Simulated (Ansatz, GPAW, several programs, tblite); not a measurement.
Many methods on one cell: CrSTe (Janus 1T monolayer)

A free-standing Janus 1T monolayer of CrSTe, relaxed with r2SCAN in Ansatz, was computed with several methods. The sheet's in-plane cell has a = 3.322 Å, b = 3.322 Å (γ = 120.0°), and its outermost atoms lie 3.08 Å apart along the normal. Around Cr lie 3 S at 2.27 Å and 3 Te at 2.67 Å; around S lie 3 Cr at 2.27 Å; around Te lie 3 Cr at 2.67 Å. The structure was generated, not taken from experiment, and needn't be the ground state; spin polarisation is off.

```
CELL_PARAMETERS angstrom
3.32243 0.00000 0.00000
-1.66122 2.87731 0.00000
0.00000 0.00000 30.08207
ATOMIC_POSITIONS crystal
Cr 0.00000 0.00000 0.30628
S 0.33333 0.66667 0.34681
Te 0.66667 0.33333 0.24446
```
Two periodic directions, a and b.

Gaps and times are for a single point on this cell. Times are rough, from shared hosts (Arm Neoverse V2), and each method has its own mesh and cell size. GFN1-xTB (tblite) treats a cluster of cells at its zone centre, which samples few k points: where these miss a band edge, the gap comes out too large for that reason alone. Gaps from k meshes are read at a limited set of points (mesh, symmetry points, PBE's band edges), so each method's own least gap may be somewhat smaller. xTB and the PM methods were fitted mostly to molecules, and can miss a solid's gap by electronvolts. Minimal bases can be far off for gaps. The open d shell was run without spin, which may not be the ground state of these methods, hybrids least of all. d marks a direct gap, i an indirect one (no mark: not told apart), a dash a value that wasn't computed or didn't pass its checks.

```csv
method,kind,gap (eV),atoms computed,processor time
GFN1-xTB (tblite),tight binding,0,27,1.1 s
light PBE (260 eV and a coarse mesh),light plane-wave,overlap 0.19,3,4.1 s
PBE/single zeta (GPAW),small basis,overlap 0.40,3,7.5 s
PBE,semilocal,overlap 0.21,3,15 s
r2SCAN,semilocal,overlap 0.26,3,36 s
```

Runs without a result: GFN2-xTB (tblite) (single point), PM7 (MOPAC) (single point).

With PBE and r2SCAN the bands overlap or touch, or nearly. Semilocal functionals can close a real gap, so this doesn't show a metal; small gaps of other methods may in turn close between the points read or with spin-orbit coupling, and the solid may be a semimetal.

Spin-orbit coupling is left out, which matters wherever the heavy atoms make up the band edges.
